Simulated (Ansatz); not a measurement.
# C₂H₇FOSi₂: vertical ionisation energy

The task here is to estimate one member of a computed series from the others.

Program: Ansatz 0.2.0, Gaussian basis. Level of theory: unrestricted cation, the program's frozen cores in correlated methods. These are calculated values, not measurements.

Plan: UKS PBE-D4/def2-TZVPP; UKS r2SCAN-D4/def2-TZVPP; UKS PBE0-D4/def2-TZVPP; UKS B3LYP-D4/def2-TZVPP; UKS wB97X-V/def2-TZVPP; UKS wB97M-V/def2-TZVPP; UKS B2PLYP/def2-TZVPP; UHF-CCSD(T)/def2-TZVPP; UHF-MP2/def2-QZVPP; extrapolation to the limit; then −ε(HOMO) from the neutral's earlier runs with LDA (SPW92), PBE-D4, revPBE-D4, BLYP-D4, r2SCAN-D4, B97M-V, PBE0-D4, B3LYP-D4, r2SCANh-D4, r2SCAN0-D4, HSE06-D4, BHLYP-D4, CAM-B3LYP-D4, LC-ωPBE, ωB97X-V, ωB97M-V.

### Structure used throughout

An earlier PBE0-D4 in a triple-zeta def2 set relaxation fixed the geometry.

SMILES `C=C[SiH2]O[SiH2]F`, 13 atoms, charge 0, spin multiplicity 1.

Atoms are counted from 1 here; the program's logs count them from 0.

Bond lengths: C1–C2 1.330 Å, C1–H7 1.086 Å, C1–H8 1.086 Å, C2–Si3 1.850 Å, C2–H9 1.089 Å, Si3–O4 1.643 Å, Si3–H10 1.486 Å, Si3–H11 1.489 Å, O4–Si5 1.615 Å, Si5–F6 1.594 Å, Si5–H12 1.480 Å, Si5–H13 1.477 Å. Angles: C2–C1–H7 122.2°, C2–C1–H8 121.4°, H7–C1–H8 116.3°, C1–C2–Si3 123.1°, C1–C2–H9 118.5°, Si3–C2–H9 118.4°, C2–Si3–O4 108.2°, C2–Si3–H10 110.9°, C2–Si3–H11 110.8°, O4–Si3–H10 109.1°, O4–Si3–H11 109.4°, H10–Si3–H11 108.4°, Si3–O4–Si5 147.9°, O4–Si5–F6 109.7°, O4–Si5–H12 110.7°, O4–Si5–H13 108.6°, F6–Si5–H12 107.1°, F6–Si5–H13 107.6° and more.

Set-up of the first run:

in.yaml reads:

```yaml
crystal:
  periodic: [false, false, false]
  atoms:
    - {symbol: C, position_ang: [-0.732232, -2.162704, 0.447185]}
    - {symbol: C, position_ang: [0.406338, -1.689676, 0.945200]}
    - {symbol: Si, position_ang: [0.951659, 0.064756, 0.728100]}
    - {symbol: O, position_ang: [-0.184144, 0.848590, -0.163627]}
    - {symbol: Si, position_ang: [-0.516368, 1.976511, -1.270842]}
    - {symbol: F, position_ang: [-0.436165, 3.422413, -0.604868]}
    - {symbol: H, position_ang: [-1.039953, -3.195256, 0.585205]}
    - {symbol: H, position_ang: [-1.408536, -1.530206, -0.120275]}
    - {symbol: H, position_ang: [1.047391, -2.365471, 1.510217]}
    - {symbol: H, position_ang: [1.091471, 0.743055, 2.042286]}
    - {symbol: H, position_ang: [2.261858, 0.128063, 0.024349]}
    - {symbol: H, position_ang: [0.480548, 1.946199, -2.364303]}
    - {symbol: H, position_ang: [-1.901467, 1.779025, -1.743830]}
basis:
  gaussian: {orbitals: def2-TZVPP}
total_charge: 1
magnetization: {spin_polarized: true, initial_magnetization: 1}
hamiltonian: {xc: pbe, dispersion: d4}
```

Steps of the session up to this table: Cation, UKS PBE-D4/def2-TZVPP; Cation, UKS r2SCAN-D4/def2-TZVPP; Cation, UKS PBE0-D4/def2-TZVPP; Cation, UKS B3LYP-D4/def2-TZVPP; Cation, UKS wB97X-V/def2-TZVPP; Cation, UKS wB97M-V/def2-TZVPP; Cation, UKS B2PLYP (frozen core)/def2-TZVPP; Cation, UHF-CCSD(T)/def2-TZVPP; Cation, UHF-MP2/def2-QZVPP.

One of the session's tables, all rows but one given; the rest of the session is left out.

It belongs to the step «Ionisation energies side by side». Orbital estimates, from the neutral's runs:

```
  functional  −ε(HOMO) (eV)
 LDA (SPW92)              ?
      PBE-D4           6.98
   revPBE-D4           6.92
     BLYP-D4           6.81
   r2SCAN-D4           7.21
      B97M-V           7.24
     PBE0-D4           8.11
    B3LYP-D4           7.88
  r2SCANh-D4           7.63
  r2SCAN0-D4           8.26
    HSE06-D4           7.71
    BHLYP-D4           9.06
CAM-B3LYP-D4           9.43
     LC-ωPBE          10.86
     ωB97X-V          10.46
     ωB97M-V          10.35
```

Q: Estimate the row for LDA (SPW92) from the others.

As computed: −ε(HOMO) (eV): 7.13. In the column «−ε(HOMO) (eV)» it lies between PBE-D4 (6.98) and r2SCAN-D4 (7.21).
